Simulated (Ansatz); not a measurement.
# C₂H₅ClF₂Si: up Jacob's ladder to CCSD(T)

Aim: compute C₂H₅ClF₂Si with functionals from several rungs and with coupled cluster. The yardstick is the atomisation energy at the CCSD(T) limit.

Program: Ansatz 0.2.0, Gaussian basis. Level of theory: functionals in def2-TZVPP, the program's frozen cores in correlated methods. These are calculated values, not measurements.

Plan: PBE-D4, r2SCAN-D4, PBE0-D4, B3LYP-D4, ωB97X-V, ωB97M-V, B2PLYP; CCSD(T)/def2-TZVPP; MP2/def2-QZVPP; extrapolation to the limit.

### Step 1. The geometry

The geometry comes from an earlier relaxation with PBE0-D4 in a triple-zeta def2 set; it is a stationary point, not always the lowest conformer.

SMILES `C[Si@H](F)[C@@H](F)Cl`, 11 atoms, charge 0, spin multiplicity 1.

Atoms are counted from 1 here; the program's logs count them from 0.

Bond lengths: C1–Si2 1.844 Å, C1–H7 1.092 Å, C1–H8 1.092 Å, C1–H9 1.093 Å, Si2–F3 1.599 Å, Si2–C4 1.905 Å, Si2–H10 1.483 Å, C4–F5 1.374 Å, C4–Cl6 1.779 Å, C4–H11 1.092 Å. Angles: Si2–C1–H7 110.8°, Si2–C1–H8 110.8°, Si2–C1–H9 109.8°, H7–C1–H8 108.8°, H7–C1–H9 108.3°, H8–C1–H9 108.2°, C1–Si2–F3 111.2°, C1–Si2–C4 110.7°, C1–Si2–H10 113.2°, F3–Si2–C4 106.3°, F3–Si2–H10 107.6°, C4–Si2–H10 107.4°, Si2–C4–F5 108.9°, Si2–C4–Cl6 110.1°, Si2–C4–H11 114.6°, F5–C4–Cl6 109.3°, F5–C4–H11 107.9°, Cl6–C4–H11 105.9°.

### Step 2. PBE-D4 (GGA)

The input, in.yaml:

```yaml
crystal:
  periodic: [false, false, false]
  atoms:
    - {symbol: C, position_ang: [0.255999, -1.187415, -1.006470]}
    - {symbol: Si, position_ang: [-0.531575, -0.371839, 0.447750]}
    - {symbol: F, position_ang: [-2.098237, -0.156642, 0.212517]}
    - {symbol: C, position_ang: [0.209984, 1.359709, 0.733332]}
    - {symbol: F, position_ang: [1.542734, 1.227325, 1.041374]}
    - {symbol: Cl, position_ang: [0.042635, 2.347377, -0.736587]}
    - {symbol: H, position_ang: [0.100020, -0.599345, -1.912844]}
    - {symbol: H, position_ang: [-0.156571, -2.186883, -1.160314]}
    - {symbol: H, position_ang: [1.332086, -1.283424, -0.839475]}
    - {symbol: H, position_ang: [-0.367260, -1.137466, 1.707648]}
    - {symbol: H, position_ang: [-0.264314, 1.931504, 1.533672]}
basis:
  gaussian: {orbitals: def2-TZVPP}
hamiltonian: {xc: pbe, dispersion: d4}
output: {forces: true, orbitals: {seedname: orbitals}}
```

Started as:

```bash
> ansatz run in.yaml --threads 4 --pin off --events-out ev --progress --plain --max-ram 10444MiB
```

Further steps of the session: r2SCAN-D4 (meta-GGA); PBE0-D4 (hybrid); B3LYP-D4 (hybrid); ωB97X-V (range-separated); ωB97M-V (range-separated); B2PLYP (double hybrid); CCSD(T) in def2-TZVPP; MP2 in def2-QZVPP.

Q: Predict the results of all the runs planned. Wanted: atomisation energy, CCSD(T)/CBS; farthest; mean size of error, hybrid; mean size of error, range-separated; gap, smallest and largest; T1 diagnostic; triples share of the correlation energy.

The runs gave:

| quantity | value |
| --- | --- |
| atomisation energy, CCSD(T)/CBS | 4076.0 kJ/mol |
| functionals within 20.4 kJ/mol (0.5 %) | r2SCAN-D4, PBE0-D4, ωB97X-V, ωB97M-V |
| farthest | PBE-D4 (+75.2 kJ/mol) |
| mean size of error, hybrid | 14.4 kJ/mol |
| mean size of error, range-separated | 10.2 kJ/mol |
| gap, smallest and largest | 5.98 eV (PBE-D4), 12.96 eV (ωB97X-V) |
| T1 diagnostic | 0.0112 |
| triples share of the correlation energy | 3.5 % |

PBE-D4 is off by +75.2 kJ/mol. Double hybrids carry the basis error of their MP2 part in triple zeta, and no dispersion term here, so their miss is partly the set-up's. The reference freezes the cores and leaves out relativity and excitations past (T), so misses under about 20.4 kJ/mol can't be ranked. Hartree-Fock recovers 73 % of the binding; the rest is correlation. The gap grows from 6.0 to 13.0 eV across the functionals, mostly with the share of exact exchange.
